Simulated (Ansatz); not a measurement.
# H₄ (SMILES [H][H].[H][H]): molecular dynamics

Aim: follow the atoms for 60 steps of 0.5 fs with a Langevin thermostat, with velocities drawn for 500 K.

Method: SPW92/STO-3G; program: Ansatz 0.2.0, Gaussian basis.

## 1. The system as given

The start, a pair relaxed at PBE0-D4: 4 atoms, charge 0, spin multiplicity 1.

Atoms are counted from 1 here; the program's logs count them from 0.

Bond lengths: H1–H2 0.746 Å, H3–H4 0.746 Å.

As a file:

```xyz
4
H4
H    -0.1685   -0.1094   -2.0039
H     0.0394    0.0292   -1.3008
H     0.3177    0.2945    1.7542
H    -0.1887   -0.2144    1.5507
```

## 2. Dynamics

md/in.yaml

```yaml
crystal:
  periodic: [false, false, false]
  atoms:
    - {symbol: H, position_ang: [-0.168496, -0.109401, -2.003895]}
    - {symbol: H, position_ang: [0.039420, 0.029245, -1.300829]}
    - {symbol: H, position_ang: [0.317733, 0.294516, 1.754157]}
    - {symbol: H, position_ang: [-0.188658, -0.214361, 1.550668]}
basis:
  gaussian: {orbitals: STO-3G}
hamiltonian: {xc: lda}
md: {n_steps: 60, timestep: 0.5, temperature: 500, ensemble: nvt_langevin, seed: 705, friction: 0.002, initial_velocities: maxwell_boltzmann}
```

Command:

```
$ ansatz run in.yaml --threads 2 --pin off --events-out ev --progress --plain --max-ram 5222MiB
```

Q: Predict the outcome of this session. Wanted: temperature at the start; mean temperature, second half; lowest and highest potential energy, from the first frame; largest change of potential + kinetic.

The runs gave:

| quantity | value |
| --- | --- |
| length | 60 steps, 30.0 fs |
| temperature at the start | 375 K |
| mean temperature, second half | 301 K |
| lowest and highest potential energy, from the first frame | -2 and 71 meV |
| largest change of potential + kinetic | 33.9 meV |

**Reading.** The thermostat trades energy with the molecule, so the sum of potential and kinetic energy isn't conserved: it changes by +22 meV over the run. The mean temperature of the second half is still well below the 500 K set. The instant temperature ranges from 208 to 415 K, as energy passes between motion and strain. The molecule keeps its bonds. Under Langevin the temperature counts 3N degrees of freedom, more than the drawn velocities fill, so it starts at 375 K, not 500 K.
